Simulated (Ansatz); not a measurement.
# Y2C: squeezing one contact

One table from this session's results is given with a row withheld; the runs are named, their logs left out.

Program: Ansatz 0.2.0. Level of theory: DFT LDA, with the methods named in each step. These are calculated values, not measurements.

1 further run of the same task is left out (it didn't finish).

## Starting point

The structure is trigonal, space group R-3m (No. 166). The conventional cell has a = 3.625 Å, b = 3.625 Å, c = 17.964 Å, α = 90.00°, β = 90.00°, γ = 120.00°. Around Y (site symmetry 3m) lie 3 C at 2.49 Å. C (site symmetry -3m) has 6 Y at 2.49 Å as nearest neighbours.

Structure file:

```cif
data_structure
_symmetry_space_group_name_H-M 'P 1'
_symmetry_Int_Tables_number 1
_cell_length_a 6.3432
_cell_length_b 6.3432
_cell_length_c 6.3432
_cell_angle_alpha 33.205
_cell_angle_beta 33.205
_cell_angle_gamma 33.205
_cell_volume 68.14
loop_
_atom_site_label
_atom_site_type_symbol
_atom_site_fract_x
_atom_site_fract_y
_atom_site_fract_z
_atom_site_occupancy
Y1 Y 0.25793 0.25793 0.25793 1
Y2 Y 0.74207 0.74207 0.74207 1
C1 C 0.00000 0.00000 0.00000 1
```

Atoms are numbered in the order of the input: Y1, Y2, C3.

The first run:

Input file input.yaml:

```yaml
crystal:
  lattice:
    - [1.812415, 1.0463982881, 5.988]
    - [-1.812415, 1.0463982881, 5.988]
    - [0.0, -2.0927965763, 5.988]
  atoms:
    - { symbol: "Y", position: [0.25793, 0.25793, 0.25793] }
    - { symbol: "Y", position: [0.74207, 0.74207, 0.74207] }
    - { symbol: C, position: [0.0, 0.0, 0.0] }
kpoints:
  mp_grid: { grid: [10, 10, 10] }
scf:
  occupations: { method: fermi_dirac, width: 0.05 }
hamiltonian:
  xc: lda
  pseudopotentials: { kind: paw }
output:
  forces: true
  stress: true
  eigenvalues: true
  efg: { contact_densities: true }
  populations: true
```

Command:

```bash
ansatz run input.yaml --threads 1 --pin off --max-ram 3072MiB --backend cpu --events-out ev --progress --plain --runs-dir out
```

Steps of the session up to this table: Shortest bond scaled by 1, PAW; Shortest bond scaled by 1.1, PAW; Shortest bond scaled by 0.88, PAW; Shortest bond scaled by 0.82, PAW; Shortest bond scaled by 0.58, PAW; Shortest bond scaled by 0.58, PAW (level accurate).

One of the session's tables, all rows but one given; the rest of the session is left out.

```
              method  length (Å)  F from the given length (eV/cell)  force along the bond (eV/Å)  pressure (GPa)  largest force (eV/Å)
                 PAW       1.446                              9.195                       30.447           29.27                30.782
                 PAW       2.044                              0.619                        4.149            1.18                 4.210
                 PAW       2.194                              0.184                        1.851           -2.15                 1.900
                 PAW       2.493                              0.000                       -0.192           -5.15                 0.706
                 PAW       2.742                                  ?                            ?               ?                     ?
PAW (level accurate)       1.446                                  –                       30.379           29.19                30.715
```

**Question.** Estimate the row for PAW, 2.742.

**Answer.** F from the given length (eV/cell): 0.117; force along the bond (eV/Å): -0.684; pressure (GPa): -5.65; largest force (eV/Å): 1.307.

Limits of these values: Warnings in the runs' records: gradients without spin orbit.
